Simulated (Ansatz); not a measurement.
# B₂GaH₅Si: how energies converge with the basis set

An exercise on one series of results from a longer session: the logs are not shown, and one member is left open.

Computed with Ansatz 0.2.0, Gaussian basis. Level: one geometry, several basis sets.

Levels to be run: PBE0-D4/def2-SVP; ωB97M-V/def2-SVP; PBE0-D4/def2-QZVPP; ωB97M-V/def2-QZVPP; the functionals' def2-TZVPP values are taken from earlier runs.

## The geometry

The geometry comes from an earlier relaxation with PBE0-D4 in a triple-zeta def2 set; it is a stationary point, not always the lowest conformer.

SMILES `[GaH2][B]1B[SiH2]1`, 9 atoms, charge 0, spin multiplicity 1.

Atoms are counted from 1 here; the program's logs count them from 0.

Bond lengths: Ga1–B2 2.041 Å, Ga1–H5 1.571 Å, Ga1–H6 1.572 Å, B2–B3 1.497 Å, B2–Si4 1.916 Å, B3–Si4 2.141 Å, B3–H7 1.181 Å, Si4–H8 1.489 Å, Si4–H9 1.487 Å. Angles: B2–Ga1–H5 119.8°, B2–Ga1–H6 121.0°, H5–Ga1–H6 119.2°, Ga1–B2–B3 163.7°, Ga1–B2–Si4 109.5°, B3–B2–Si4 76.6°, B2–B3–Si4 60.5°, B2–B3–H7 172.9°, Si4–B3–H7 114.3°, B2–Si4–B3 42.9°, B2–Si4–H8 134.1°, B2–Si4–H9 118.0°, B3–Si4–H8 94.1°, B3–Si4–H9 156.8°, H8–Si4–H9 107.4°.

Set-up of the first run:

Input file in.yaml:

```yaml
crystal:
  periodic: [false, false, false]
  atoms:
    - {symbol: Ga, position_ang: [-0.927651, 1.436865, -1.098378]}
    - {symbol: B, position_ang: [0.526039, 0.105204, -0.569843]}
    - {symbol: B, position_ang: [1.784708, -0.517544, -0.050736]}
    - {symbol: Si, position_ang: [-0.078196, -0.945381, 0.913836]}
    - {symbol: H, position_ang: [-1.110276, 1.834878, -2.607160]}
    - {symbol: H, position_ang: [-1.903057, 2.039520, -0.023582]}
    - {symbol: H, position_ang: [2.701574, -1.132205, 0.369373]}
    - {symbol: H, position_ang: [0.434318, -2.163838, 1.598249]}
    - {symbol: H, position_ang: [-1.427458, -0.657500, 1.468241]}
basis:
  gaussian: {orbitals: def2-SVP}
hamiltonian: {xc: pbe0, dispersion: d4}
output: {orbitals: {seedname: orbitals}}
```

Launch:

```sh
> ansatz run in.yaml --threads 2 --pin off --events-out ev --progress --plain --max-ram 4352MiB
```

Among the steps run: PBE0-D4 in def2-SVP; ωB97M-V in def2-SVP; PBE0-D4 in def2-QZVPP; ωB97M-V in def2-QZVPP.

One of the session's tables, all rows but one given; the rest of the session is left out.

It belongs to the step «Density functionals: the series». 

| functional | basis | HOMO (eV) | LUMO (eV) |
| --- | --- | --- | --- |
| PBE0-D4 | def2-SVP | ? | ? |
| PBE0-D4 | def2-TZVPP | -7.04 | -2.22 |
| PBE0-D4 | def2-QZVPP | -7.04 | -2.23 |
| ωB97M-V | def2-SVP | -8.98 | -0.22 |
| ωB97M-V | def2-TZVPP | -8.99 | -0.33 |
| ωB97M-V | def2-QZVPP | -8.99 | -0.38 |

Q: Estimate the row for PBE0-D4, def2-SVP from the others.

The run gave: HOMO (eV): -7.06; LUMO (eV): -2.19. In the column «HOMO (eV)» it lies between ωB97M-V, def2-SVP (-8.98) and PBE0-D4, def2-TZVPP (-7.04).
